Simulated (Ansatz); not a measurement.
# Ga4P4HC: the cost of one run

Computed with Ansatz 0.2.0 (DFT r2SCAN, scalar-relativistic, plane waves, PAW, unless a step's input says otherwise).

2 further runs of the same task are left out: 2 set aside as unsound or not needed.

## Step 1: The system as given

The structure is monoclinic, space group Pm (No. 6). The conventional cell has a = 5.450 Å, b = 3.854 Å, c = 22.781 Å, α = 90.00°, β = 90.00°, γ = 90.00°. Ga (site symmetry m) has 3 P at 2.36 Å in its first shell of neighbours. P (site symmetry m) has 3 Ga at 2.36 Å in its first shell of neighbours. Around Ga (site symmetry m) lie 4 P at 2.36 to 2.39 Å. P (site symmetry m) is surrounded by 4 Ga at 2.36 to 2.43 Å. Ga (site symmetry m) is surrounded by 4 P at 2.35 to 2.43 Å. Around P (site symmetry m) lie 4 Ga at 2.31 to 2.39 Å. Around Ga (site symmetry m) lie 3 P at 2.31 Å. P (site symmetry m) is surrounded by 3 Ga at 2.31 to 2.37 Å.

Structure file:

```
Ga P
1.0
     3.85409    0.00000    0.00000
     0.00000    5.45050    0.00000
     0.00000    0.00000   22.78113
Ga P
4 4
Cartesian
  1.9270 2.7252 8.5000
  0.0000 0.0000 10.4270
  1.9270 2.7238 12.4402
  0.0000 -0.3516 13.8928
  0.0000 1.3626 8.5000
  1.9270 4.0879 10.4270
  0.0000 1.3817 12.3714
  1.9270 3.9543 14.4650
```

Miller indices refer to the conventional cell of the relaxed bulk, F-43m (No. 216): a = 5.451 Å, b = 5.451 Å, c = 5.451 Å, α = 90.00°, β = 90.00°, γ = 90.00°.

This (110) slab, 5.8 Å thick as cut, with 17 Å of vacuum; its outer planes are GaP (top) and GaP (bottom), was relaxed beforehand with its lower half held: -18198.8325 eV, gap on the mesh 1.12 eV, ionisation potential 5.44 eV (top face), 5.23 eV (bottom face), electron affinity 4.31 eV (top face), 4.11 eV (bottom face), dipole along +c -0.024 e·Å per cell.

## Step 2: CH at the top (P) site

With the adsorbate the run is spin-polarised.

input.yaml

```yaml
crystal:
  lattice:
    - [3.8540855109, 0.0, 0.0]
    - [0.0, 5.4505, 0.0]
    - [0.0, 0.0, 25.8811282663]
  atoms:
    - { symbol: Ga, position: [0.5, 0.5, 0.328424631] }
    - { symbol: P, position: [0.0, 0.25, 0.328424631] }
    - { symbol: Ga, position: [0.0, 0.0, 0.4028820787] }
    - { symbol: P, position: [0.5, 0.75, 0.4028820787] }
    - { symbol: Ga, position: [0.5, 0.4997288005, 0.480668289] }
    - { symbol: P, position: [0.0, 0.2535052801, 0.4780086739] }
    - { symbol: Ga, position: [0.0, -0.0645043098, 0.5367909817] }
    - { symbol: P, position: [0.5, 0.7255012905, 0.5589018232] }
    - { symbol: C, position: [0.5, 0.7255012905, 0.6299960963], spin: 1.0 }
    - { symbol: H, position: [0.5, 0.7255012905, 0.6724981073] }
basis:
  ecutwfc: 500
kpoints:
  mp_grid: { grid: [7, 5, 1] }
hamiltonian:
  xc: r2scan
scf:
  occupations: { method: gaussian, width: 0.05 }
output:
  forces: true
  eigenvalues: true
  populations: true
  write_density: true
  write_potential: true
  elf: true
  volumetric_format: npy
magnetization:
  spin_polarized: true
relax:
  adjacent_minimum: "off"
  f_tol: 0.03
  max_steps: 70
  constraints: [{ sites: [0, 1, 2, 3] }]
efield:
  axis: 3
  dipole_correction: true
  ramp_width: 0.04
```

The run is started by

```
$ ansatz run input.yaml --threads 2 --pin off --max-ram 5120MiB --backend cpu --events-out ev --progress --plain --runs-dir out
```

What time and memory should one allow on 2 threads of AMD EPYC 9R45 (Zen 5), shared host?

About 15 min, with a peak of 2.2 GiB.
